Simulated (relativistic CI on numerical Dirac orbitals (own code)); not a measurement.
# Pt³³⁺: how the levels respond to the fine-structure constant and the nuclear radius

How sensitive are the low transitions of Pt³³⁺ to a change of α? Wanted is q = dE/dx with x = (α/α0)² − 1, and the field-shift factor by the mean square nuclear radius, for the lowest 30 levels.

Program: relativistic CI on numerical Dirac orbitals (own code) version 2. Level of theory: Dirac-Coulomb-Breit CI, KLI orbitals optimised for each configuration, derivatives by finite differences. These are calculated values, not measurements, unless marked.

### 1 Starting point

| Item | Value |
| --- | --- |
| ion | Pt³³⁺ (Pt XXXIV) |
| nuclear charge | 78 |
| electrons | 45 |
| isotope | A = 195 |
| first configuration | [Kr] 4d9 |

The outer shells:

[Kr] 4d9
```
[Kr] core
4d [↑↓][↑↓][↑↓][↑↓][↑ ]
```

### 2 The run

Settings of the run:

```ini
atom Pt  Z=78  charge=33  electrons=45
nucleus A=195  rms_radius_fm=5.4270
hamiltonian dirac-coulomb  breit=on  qed=off  c_scale=1
orbitals kli  potential=per-configuration
slater_scale 1
correlation none
mixing on
configurations
  [Kr] 4d9
  [Kr] 4d8 4f
  [Ar] 3d10 4s2 4p5 4d10
  [Ar] 3d10 4s 4p6 4d10
  [Ar] 3d10 4s2 4p5 4d9 4f
  [Ar] 3d10 4s 4p6 4d9 4f
  [Kr] 4d8 5s
  [Ar] 3d10 4s2 4p4 4d10 4f
end
derivatives alpha2 +-0.01 radius +-1%
```

Before running it: what results should come out? Wanted: lowest level; largest q in size, lowest 30 levels; largest K in size within the lowest configuration; largest field-shift factor among them.

The runs gave:

| quantity | value |
| --- | --- |
| lowest level | 4d9 2D5/2 |
| largest q in size, lowest 30 levels | 194200 cm⁻¹ (4p5 4d10 2P°3/2) |
| largest K in size within the lowest configuration | 2.03 (4d9 2D3/2) |
| largest field-shift factor among them | 33.3 GHz/fm² (4d8 4f [4d3/2^3 4d5/2^5 4f5/2] J=1/2°) |

**Reading.** Among these levels the largest q belongs to 4p5 4d10 2P°3/2, a change of configuration. The fine-structure partner 2D3/2 has K = 2.03, close to the 2 of an interval that scales as α². K = 2q/E, the relative sensitivity of a level, hangs on the computed energy: between configurations that lie close it can be off by a factor of several.
